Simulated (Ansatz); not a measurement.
# ClHf: the cost of one run

The runs use Ansatz 0.2.0, Gaussian basis; def2-QZVPP, core rule «outside noble gas», up to 9 orbitals frozen.

The runs, in order: UHF; ROHF; CCSD(T) on UHF.

2 further runs of the same task are left out: 2 set aside as unsound or not needed.

## Step 1: The geometry

The geometry is a PBE0/def2-TZVP stationary point (not a proven minimum) of the parent state, kept for this charge and spin. No spin-orbit coupling is included. Elements past krypton take def2 core potentials.

2 atoms, charge 1, spin multiplicity 3.

Atoms are counted from 1 here; the program's logs count them from 0.

Bond lengths: Hf1–Cl2 2.304 Å.

## Step 2: UHF

The input, in.yaml:

```yaml
crystal:
  periodic: [false, false, false]
  atoms:
    - {symbol: Hf, position_ang: [0.000000, 0.000000, 0.000000]}
    - {symbol: Cl, position_ang: [0.000000, 0.000000, 2.304299]}
basis:
  gaussian: {orbitals: "def2-QZVPP.json"}
total_charge: 1
magnetization: {spin_polarized: true, initial_magnetization: 2}
hamiltonian: {xc: hf}
output: {orbitals: {seedname: orbitals}}
```

Started as:

```
> ansatz run in.yaml --threads 1 --pin off --events-out ev --progress --plain --max-ram 4096MiB --backend cpu
```

What time and memory should one allow on 1 thread of AMD EPYC 7R13, shared host?

About 18 s, with a peak of 0.41 GiB.
